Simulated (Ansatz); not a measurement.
# Si2H6O2 (SMILES O[SiH2][SiH2]O) at CCSD(T)/6-31G(d) (spherical functions)

What is the vertical singlet–triplet gap of Si2H6O2 at CCSD(T)/6-31G* (spherical functions)? 

The results are computed with Ansatz 0.2.0.

48 further runs of the same task are left out: 48 set aside as unsound or not needed. Runs told in other sessions of the task aren't counted.

### 1 The structure to begin with

Si2H6O2: 10 atoms, total charge 0, spin state singlet. SMILES: `O[SiH2][SiH2]O`. The shape is that of a PBE0-D4/def2-TZVP optimisation. This is one conformer, not always the lowest.

Bond lengths: O1–Si2 1.656 Å, Si2–Si3 2.357 Å, Si3–O4 1.656 Å, O1–H5 0.958 Å, Si2–H6 1.487 Å, Si2–H7 1.494 Å, Si3–H8 1.493 Å, Si3–H9 1.487 Å, O4–H10 0.958 Å. Some angles: O1–Si2–Si3 112.1°, Si2–Si3–O4 112.1°, O1–Si2–H6 105.4°, O1–Si2–H7 111.3°, Si3–Si2–H6 110.5°, Si3–Si2–H7 109.5°, Si2–O1–H5 117.4°, Si2–Si3–H8 109.5°, Si2–Si3–H9 110.5°, O4–Si3–H8 111.3°.

### 2 A single-point energy at CCSD(T)/6-31G(d) (spherical functions)

Input file in.yaml:

```yaml
crystal:
  periodic: [false, false, false]
  atoms:
    - {symbol: O, position_ang: [-1.023300, 1.887700, 1.029000]}
    - {symbol: Si, position_ang: [0.114300, 0.686000, 0.959700]}
    - {symbol: Si, position_ang: [-0.148600, -0.673600, -0.947700]}
    - {symbol: O, position_ang: [0.987200, -1.877000, -1.014900]}
    - {symbol: H, position_ang: [-1.013300, 2.545500, 0.332800]}
    - {symbol: H, position_ang: [-0.079100, -0.112900, 2.199100]}
    - {symbol: H, position_ang: [1.498300, 1.246700, 0.986300]}
    - {symbol: H, position_ang: [-1.533500, -1.232000, -0.975500]}
    - {symbol: H, position_ang: [0.047500, 0.124300, -2.187300]}
    - {symbol: H, position_ang: [0.975700, -2.534100, -0.318000]}
basis:
  gaussian: {orbitals: 6-31G_st_-spherical.json}
correlation: {method: ccsd_t, frozen_orbitals: {H: 0, O: 1, Si: 5}}
accuracy: high
scf: {omitted_lower_state_checks: [cluster_reference, increment]}
```

The basis set 6-31G* is read from a file made from the Basis Set Exchange's data (not shown).

The run is started by

```
$ ansatz run in.yaml --threads 1 --pin off --max-ram 2610MiB --events-out events.jsonl --progress --plain --runs-dir runs
```

Log (excerpt; [...] marks lines left out):

```text
Warning: RAYON_NUM_THREADS=1 ignored (pool sized by the plan → 1); use --threads N
Functional definition: HF
  name "HF"
[...]
1719 factors; integrals over basis functions are off by at most 8.4e-9 eV
[...]
mean field -19894.35776890 eV, -731.1041631269 hartree, gradient 4.4e-8 eV, S^2 0.000000; 0 other end points of the search recorded, 0 dependent functions left out
12 core orbitals not correlated: weight in the atoms' cores, before any rotation towards them, 1.000 or more for the frozen orbitals, at most 0.000 for the correlated occupied ones
reference -19894.35776890 eV, -731.1041631269 hartree; 13, 13 occupied and 51, 51 virtual orbitals, 1719 factors
second order -13.94627368 eV of doubles, -0.00000000 eV of singles
cycle   1  -14.51980076 eV  change   -5.7e-1 eV  update   9.5e-2
[...]
cycle  20  -15.03928445 eV  change  -9.9e-10 eV  update   2.9e-9
perturbative correction -0.29217441 eV, -0.0107372116 hartree
Total energy: -19909.68922776 eV, -731.6675838481 hartree
Checks for a lower state left out: cluster_reference, increment
```

Run time: 12 s. Hardware: 1 thread of Arm Neoverse V1, shared host; peak memory 0.34 GiB.

### 3 The triplet

Input file molecule.yaml:

```yaml
crystal:
  periodic: [false, false, false]
  atoms:
    - {symbol: O, position_ang: [-1.023300, 1.887700, 1.029000]}
    - {symbol: Si, position_ang: [0.114300, 0.686000, 0.959700]}
    - {symbol: Si, position_ang: [-0.148600, -0.673600, -0.947700]}
    - {symbol: O, position_ang: [0.987200, -1.877000, -1.014900]}
    - {symbol: H, position_ang: [-1.013300, 2.545500, 0.332800]}
    - {symbol: H, position_ang: [-0.079100, -0.112900, 2.199100]}
    - {symbol: H, position_ang: [1.498300, 1.246700, 0.986300]}
    - {symbol: H, position_ang: [-1.533500, -1.232000, -0.975500]}
    - {symbol: H, position_ang: [0.047500, 0.124300, -2.187300]}
    - {symbol: H, position_ang: [0.975700, -2.534100, -0.318000]}
basis:
  gaussian: {orbitals: 6-31G_st_-spherical.json}
magnetization: {spin_polarized: true, initial_magnetization: 2}
scf: {omitted_lower_state_checks: [cluster_reference, increment]}
total_charge: 0
accuracy: high
correlation: {method: ccsd_t, frozen_orbitals: {H: 0, O: 1, Si: 5}}
```

The basis set 6-31G* is read from a file made from the Basis Set Exchange's data (not shown).

The run is started by

```
$ ansatz run molecule.yaml --threads 1 --pin off --max-ram 2610MiB --events-out events.jsonl --progress --plain --runs-dir runs
```

Log (excerpt; [...] marks lines left out):

```text
Warning: RAYON_NUM_THREADS=1 ignored (pool sized by the plan → 1); use --threads N
[... 2 set-up lines as earlier in the session ...]
[...]
1719 factors; integrals over basis functions are off by at most 8.4e-9 eV
[...]
mean field -19888.82539802 eV, -730.9008522471 hartree, gradient 5.6e-8 eV, S^2 2.008917; 3 other end points of the search recorded, 0 dependent functions left out
12 core orbitals not correlated: weight in the atoms' cores, before any rotation towards them, 1.000 or more for the frozen orbitals, at most 0.000 for the correlated occupied ones
reference -19888.82539802 eV, -730.9008522471 hartree; 14, 12 occupied and 50, 52 virtual orbitals, 1719 factors
second order -14.22850252 eV of doubles, -0.00000000 eV of singles
cycle   1  -14.66559414 eV  change   -4.4e-1 eV  update   1.2e-1
[...]
cycle  30  -15.33327522 eV  change  -7.6e-10 eV  update   1.9e-9
perturbative correction -0.38868705 eV, -0.0142839857 hartree
Total energy: -19904.54736029 eV, -731.4786237039 hartree
Checks for a lower state left out: cluster_reference, increment
```

Wall time 50 s (1 thread of Arm Neoverse V1, shared host); peak memory 0.59 GiB.

### 4 What came out

At CCSD(T)/6-31G* (spherical functions), 12 core orbitals frozen:

| quantity | value |
| --- | --- |
| singlet: total energy | -731.66758 Eh |
| singlet: correlation energy (12 core orbitals frozen) | -563.4 mEh |
| singlet: (T) correction | -10.74 mEh |
| singlet: T1 diagnostic | 0.012 |
| triplet: total energy | -731.47862 Eh |
| triplet: correlation energy (12 core orbitals frozen) | -577.8 mEh |
| triplet: (T) correction | -14.28 mEh |
| triplet: ⟨S²⟩ of the reference determinant | 2.009 |
| triplet: T1 diagnostic | 0.027 |
| vertical energy of the triplet above the singlet | 5.142 eV |

**Reading.** At this shape the triplet lies 5.14 eV (119 kcal/mol) above the singlet. The triples (singlet) make up 1.9 % of the correlation energy. The triples (triplet) make up 2.5 % of the correlation energy.
